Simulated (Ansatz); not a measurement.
**HfHO (sextet): the correlation ladder, def2-SVP**

One table from this session's results is given with a row withheld; the runs are named, their logs left out.

Computed with Ansatz 0.2.0, Gaussian basis. Level: def2-SVP, core rule «outside noble gas», up to 5 orbitals frozen.

The runs, in order: UHF; CCSD(T) on ROHF; CCSD(T) on UHF; CISD as a restricted active space (open shells left free, so some higher excitations enter); CCSDT(Q) on ROHF; CCSDT(Q) on UHF.

27 further runs of the same task are left out: 12 for a known fault of the program, 2 that didn't finish, 13 set aside as unsound or not needed. Runs told in other sessions of the task aren't counted.

### The system

The geometry is a PBE0/def2-TZVP stationary point (not a proven minimum). No spin-orbit coupling is included. Elements past krypton take def2 core potentials.

3 atoms, charge 0, spin multiplicity 6.

Atoms are counted from 1 here; the program's logs count them from 0.

Bond lengths: Hf1–O2 2.641 Å, O2–H3 0.989 Å. Angles: Hf1–O2–H3 79.5°.

Set-up of the first run:

Input file in.yaml:

```yaml
crystal:
  periodic: [false, false, false]
  atoms:
    - {symbol: Hf, position_ang: [0.000000, -0.257744, 1.711606]}
    - {symbol: O, position_ang: [0.000000, -0.360612, -0.927017]}
    - {symbol: H, position_ang: [0.000000, 0.618356, -0.784589]}
basis:
  gaussian: {orbitals: def2-SVP}
magnetization: {spin_polarized: true, initial_magnetization: 5}
hamiltonian: {xc: hf}
output: {orbitals: {seedname: orbitals}}
```

On the command line:

```sh
$ ansatz run in.yaml --threads 1 --pin off --events-out ev --progress --plain --max-ram 2393MiB
```

Steps of the session up to this table: UHF; CCSD(T) on ROHF; CCSD(T) on UHF; CISD as a restricted active space (open shells left free, so some higher excitations enter); CCSDT(Q) on ROHF; CCSDT(Q) on UHF.

One of the session's tables, all rows but one given; the rest of the session is left out.

| method | from RCCSDT(Q) (kcal/mol) |
| --- | --- |
| ROHF | +129.58 |
| UHF | +124.33 |
| RMP2 | +16.16 |
| UMP2 | +13.83 |
| RCCSD | +2.60 |
| UCCSD | +0.27 |
| RCCSD(T) | +0.61 |
| UCCSD(T) | -1.68 |
| RCCSDT | +0.19 |
| UCCSDT | -2.06 |
| RCCSDT(Q) | 0 |
| UCCSDT(Q) | ? |

Estimate the missing values for UCCSDT(Q).

As computed: from RCCSDT(Q) (kcal/mol): -2.26. In the column «from RCCSDT(Q) (kcal/mol)» it is the lowest.

Not comparable, so not listed: CISD as a restricted active space (open shells left free, so some higher excitations enter) (they don't share determinant, frozen orbitals or solution with the rows shown, or repeat one).

With the free atoms at the same levels and basis (separate runs), the atomisation energy is 2.890 eV at RCCSDT(Q), 2.891 eV at RCCSD(T), 2.923 eV at UCCSD(T), 1.913 eV at ROHF.

Caveats from the session: Restricted and unrestricted rows rest on different reference determinants; a gap between their highest levels can come from leftover correlation error, from unlike frozen cores or from another state.
